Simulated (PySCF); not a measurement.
# C6H7FSi: the cost of one run

The runs use PySCF 2.14.0, with density-fitted response routines of our own; the level of theory stands in each step. All values are computed, except where a source is named. Atoms count from 0, in the outputs and in this text.

## (1) Starting geometry

15 atoms, charge 0, multiplicity 1; geometry from: GFN2-xTB.

Bonds of the start (Å): C0–C1 1.20, C1–C2 1.41, C2–C3 1.33, C3–C4 1.50, C4–F5 1.40, C4–Si6 1.93, Si6–C7 1.91, C7–C2 1.51, C0–H8 1.05, C3–H9 1.08, C4–H10 1.10, Si6–H11 1.46, Si6–H12 1.46, C7–H13 1.09, C7–H14 1.09.

## (2) Excited states and response: CAM-B3LYP/def2-SVPD

The job: settings as JSON, then the geometry in Å.

```
{"job": {"kind": "uv", "xc": "CAM-B3LYP", "basis": "def2-SVPD", "nstates": 8, "ntriplets": 3}, "charge": 0, "multiplicity": 1}
C      3.262244    -0.583431     0.422180
C      2.109491    -0.315028     0.217011
C      0.746474    -0.051638    -0.037676
C      0.233884     1.179244    -0.072854
C     -1.229844     1.325777    -0.339664
F     -1.442756     2.220633    -1.389613
Si    -1.839086    -0.456008    -0.761968
C     -0.165180    -1.231034    -0.274683
H      4.273526    -0.795126     0.603653
H      0.830806     2.067524     0.068416
H     -1.732397     1.788165     0.519831
H     -2.942813    -0.869147     0.105345
H     -2.149754    -0.560334    -2.184138
H      0.267669    -1.879287    -1.038053
H     -0.226679    -1.832322     0.634647
```

Level: TDDFT CAM-B3LYP/def2-SVPD, vertical, gas phase, core orbitals frozen in the response.

Command:

```bash
$ OMP_NUM_THREADS=1 python probes_run.py task.json out
```

The driver reads the jobs from task.json and runs them one after another.

Q: Estimate the wall time and peak memory of this job on 1 thread of Arm Neoverse V1, shared host.

About 64 s, with a peak of 1 GiB.
